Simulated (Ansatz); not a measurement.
# RuSe: the cost of one run

Method: DFT r²SCAN+U (U_eff = 2 eV on Ru d), plane waves, PAW, in Ansatz 0.2.0.

## 1. The system as given

The structure is cubic, space group Pm-3m (No. 221). The conventional cell has a = 3.188 Å, b = 3.188 Å, c = 3.188 Å, α = 90.00°, β = 90.00°, γ = 90.00°. Ru (site symmetry m-3m) is surrounded by 8 Se at 2.76 Å. Around Se (site symmetry m-3m) lie 8 Ru at 2.76 Å.

Coordinates:

```xyz
2
Lattice="3.1877 0.0000 0.0000 0.0000 3.1877 0.0000 0.0000 0.0000 3.1877" Properties=species:S:1:pos:R:3 pbc="T T T"
Ru    0.0000    0.0000    0.0000
Se    1.5938    1.5938    1.5938
```

Magnetic order typed: ferromagnetic.

## 2. From atoms, symmetry kept, no search

File input.yaml:

```yaml
crystal:
  lattice:
    - [3.18769231, 0.0, 0.0]
    - [0.0, 3.18769231, 0.0]
    - [0.0, 0.0, 3.18769231]
  atoms:
    - { symbol: Ru, position: [0.0, 0.0, 0.0], spin: 4.0 }
    - { symbol: Se, position: [0.5, 0.5, 0.5] }
basis:
  ecutwfc: 500
  ecutrho_ratio: 4
kpoints:
  mp_grid: { grid: [6, 6, 6] }
hamiltonian:
  xc: r2scan
  hubbard: { sites: [{ site: 0, l: d, u_eff: 2.0 }] }
scf:
  occupations: { method: gaussian, width: 0.05 }
  lower_state_search: "off"
  max_iter: 150
output:
  forces: true
  stress: true
  eigenvalues: true
  populations: true
  hubbard: { sites: [{ site: 0, l: d }] }
magnetization:
  spin_polarized: true
```

The run is started by

```bash
> ansatz run input.yaml --threads 2 --pin off --max-ram 3072MiB --backend cpu --events-out ev --progress --plain --runs-dir out
```

Q: Estimate wall time and peak memory on 2 threads of Arm Neoverse N1, shared host.

About 10 s, with a peak of 0.39 GiB.
